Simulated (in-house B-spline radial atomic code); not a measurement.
**Fe⁹⁺: ionisation energy by several methods**

How far do functionals differ on the ionisation energy of Fe⁹⁺? Each run solves Fe⁹⁺ and then the next ion ([Ne] 3s2 3p4).

Program: in-house B-spline radial atomic code version 1. Level of theory: scalar-relativistic (X2C), several functionals, spin-polarised, exact exchange averaged over the configuration; spherical all-electron atom at the radial basis limit. These are calculated values, not measurements, unless marked.

## (1) Starting point

```
element       : iron (Z = 26)
charge        : +9
electrons     : 17
configuration : [Ne] 3s2 3p5
nucleus       : Fermi, rms radius 3.738 fm
```

Outer shells as boxes (Hund's rule):

[Ne] 3s2 3p5
```
[Ne] core
3s [↑↓]
3p [↑↓][↑↓][↑ ]
```

Where spins are not typed, each open shell is filled with up spins first.

## (2) BHandHLYP, a global hybrid

Settings, as recorded:

```ini
Z = 26
electrons = 17.0
configuration = [Ne] 3s2 3p5
hamiltonian = x2c
method = bhandhlyp
spin_polarised = True
nucleus = fermi
rms_radius = 3.7377
mass_number = 56
atomic_mass = 55.934935537
speed_of_light = 137.035999084
exact_exchange = averaged over the configuration
```

Launch:

```bash
$ python run_scf.py task.json out
```

task.json lists these runs, among others, and the program works through them in turn.

## (3) PBE0, a global hybrid

Settings: those of step 2 with these lines changed.

```diff
@@ -4,3 +4,3 @@
 hamiltonian = x2c
-method = bhandhlyp
+method = pbe0
 spin_polarised = True
```

## (4) TPSSh, a global hybrid

Settings: those of step 3 with these lines changed.

```diff
@@ -4,3 +4,3 @@
 hamiltonian = x2c
-method = pbe0
+method = tpssh
 spin_polarised = True
```

## (5) CAM-B3LYP, a range-separated hybrid

Settings: those of step 4 with these lines changed.

```diff
@@ -4,3 +4,3 @@
 hamiltonian = x2c
-method = tpssh
+method = camb3lyp
 spin_polarised = True
```

## (6) B97-1, a global hybrid

Settings: those of step 5 with these lines changed.

```diff
@@ -4,3 +4,3 @@
 hamiltonian = x2c
-method = camb3lyp
+method = b97_1
 spin_polarised = True
```

Q: The tabulated ionisation energy is 262.1 ± 0.12 eV (semi-empirical; NIST Atomic Spectra Database). What does each method give, and which comes nearest?

**Answer**, as computed:

| method | rung | total energy (hartree) | ΔSCF (eV) | −ε highest (eV) | ΔSCF less tabulated (eV) |
| --- | --- | --- | --- | --- | --- |
| BHandHLYP | global hybrid | -1243.4191 | 261.96 | 255.37 (3p down) | -0.14 |
| PBE0 | global hybrid | -1243.1719 | 262.22 | 251.90 (3p down) | +0.12 |
| TPSSh | global hybrid | -1243.4122 | 262.35 | 249.88 (3p down) | +0.25 |
| B97-1 | global hybrid | -1243.3157 | 262.29 | 251.34 (3p down) | +0.19 |
| CAM-B3LYP | range-separated hybrid | -1243.4441 | 262.20 | 253.18 (3p down) | +0.10 |

The tabulated ionisation energy is 262.1 ± 0.12 eV (semi-empirical; NIST Atomic Spectra Database). CAM-B3LYP comes nearest (+0.10 eV) and TPSSh is farthest (+0.25 eV, 0.097 %). Relativistic terms that these runs lack can be as large as the gaps between close methods, so the nearest may be so by luck. Open shells are averaged (over orientations, and over spins where the run is restricted), while tables refer to the lowest levels.
